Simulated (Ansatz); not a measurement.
**CH₂BBrO: one species, many methods**

One table from this session's results is given with a row withheld; the runs are named, their logs left out.

The runs use Ansatz 0.2.0, Gaussian basis; functionals in def2-TZVPP, the program's frozen cores in correlated methods.

Levels to be run: LDA (SPW92), PBE-D4, revPBE-D4, BLYP-D4, r2SCAN-D4, B97M-V, PBE0-D4, B3LYP-D4, r2SCANh-D4, r2SCAN0-D4, HSE06-D4, BHLYP-D4, CAM-B3LYP-D4, LC-ωPBE, ωB97X-V, ωB97M-V, B2PLYP, PBE-QIDH; CCSD(T)/def2-SVP; CCSD(T)/def2-TZVPP; MP2/def2-QZVPP; extrapolation to the limit; RPA on PBE.

## The geometry

An earlier PBE0-D4 in a triple-zeta def2 set relaxation fixed the geometry.

SMILES `O=CBBr`, 6 atoms, charge 0, spin multiplicity 1.

Atoms are counted from 1 here; the program's logs count them from 0.

Bond lengths: O1–C2 1.210 Å, C2–B3 1.578 Å, C2–H5 1.113 Å, B3–Br4 1.892 Å, B3–H6 1.188 Å. Angles: O1–C2–B3 117.0°, O1–C2–H5 120.3°, B3–C2–H5 122.7°, C2–B3–Br4 117.4°, C2–B3–H6 123.2°, Br4–B3–H6 119.3°.

As a file:

```mol
CH2BBrO
  3D, bonds by distance, orders not assigned

  6  5  0  0  0  0  0  0  0  0999 V2000
    1.0821   -1.3861    0.3141 O   0  0
    0.7583   -0.3585   -0.2375 C   0  0
   -0.5042    0.3944    0.3365 B   0  0
   -2.0596    0.4288   -0.7399 Br  0  0
    1.3045   -0.0122   -1.1437 H   0  0
   -0.5390    0.8696    1.4244 H   0  0
  1  2  8  0
  2  3  8  0
  3  4  8  0
  2  5  8  0
  3  6  8  0
M  END
```

Set-up of the first run:

The input, in.yaml:

```yaml
crystal:
  periodic: [false, false, false]
  atoms:
    - {symbol: O, position_ang: [1.082121, -1.386090, 0.314079]}
    - {symbol: C, position_ang: [0.758339, -0.358502, -0.237535]}
    - {symbol: B, position_ang: [-0.504180, 0.394360, 0.336479]}
    - {symbol: Br, position_ang: [-2.059617, 0.428827, -0.739926]}
    - {symbol: H, position_ang: [1.304455, -0.012180, -1.143727]}
    - {symbol: H, position_ang: [-0.539017, 0.869585, 1.424431]}
basis:
  gaussian: {orbitals: def2-TZVPP}
hamiltonian: {xc: lda}
output: {orbitals: {seedname: orbitals}}
```

The run is started by

```
$ ansatz run in.yaml --threads 2 --pin off --events-out ev --progress --plain --max-ram 4352MiB
```

Steps of the session up to this table: LDA; PBE-D4 (GGA); revPBE-D4 (GGA); BLYP-D4 (GGA); r2SCAN-D4 (meta-GGA); B97M-V (meta-GGA); B3LYP-D4 (hybrid); r2SCANh-D4 (hybrid); r2SCAN0-D4 (hybrid); HSE06-D4 (hybrid); BHLYP-D4 (hybrid); CAM-B3LYP-D4 (range-separated); LC-ωPBE (range-separated); ωB97X-V (range-separated); ωB97M-V (range-separated); B2PLYP (double hybrid); PBE-QIDH (double hybrid).

One table of the session follows, with a row left open; its other results are not shown here.

It belongs to the step «Orbital energies across the functionals». 

```
  functional  HOMO (eV)  LUMO (eV)  gap (eV)
 LDA (SPW92)      -6.06      -3.83      2.23
      PBE-D4      -5.93      -3.55      2.38
   revPBE-D4      -5.88      -3.44      2.44
     BLYP-D4          ?          ?         ?
   r2SCAN-D4      -6.22      -3.31      2.91
      B97M-V      -6.37      -3.26      3.11
     PBE0-D4      -7.45      -2.56      4.89
    B3LYP-D4      -7.24      -2.77      4.47
  r2SCANh-D4      -6.80      -2.95      3.84
  r2SCAN0-D4      -7.66      -2.42      5.24
    HSE06-D4      -7.05      -2.95      4.10
    BHLYP-D4      -8.95      -1.47      7.48
CAM-B3LYP-D4      -8.91      -1.41      7.50
     LC-ωPBE     -10.20      -0.23      9.97
     ωB97X-V      -9.89      -0.30      9.59
     ωB97M-V      -9.80      -0.47      9.34
```

**Question.** Estimate the row for BLYP-D4.

Worked estimate for «HOMO (eV)». Against the share of exact exchange, B3LYP-D4 (0.2, -7.24), BHLYP-D4 (0.5, -8.95) give a slope of -5.70 per unit share; at 0 the line stands at -6.10.

The run gave: HOMO (eV): -5.86; LUMO (eV): -3.38; gap (eV): 2.48. In «HOMO (eV)» the line misses by -0.24.
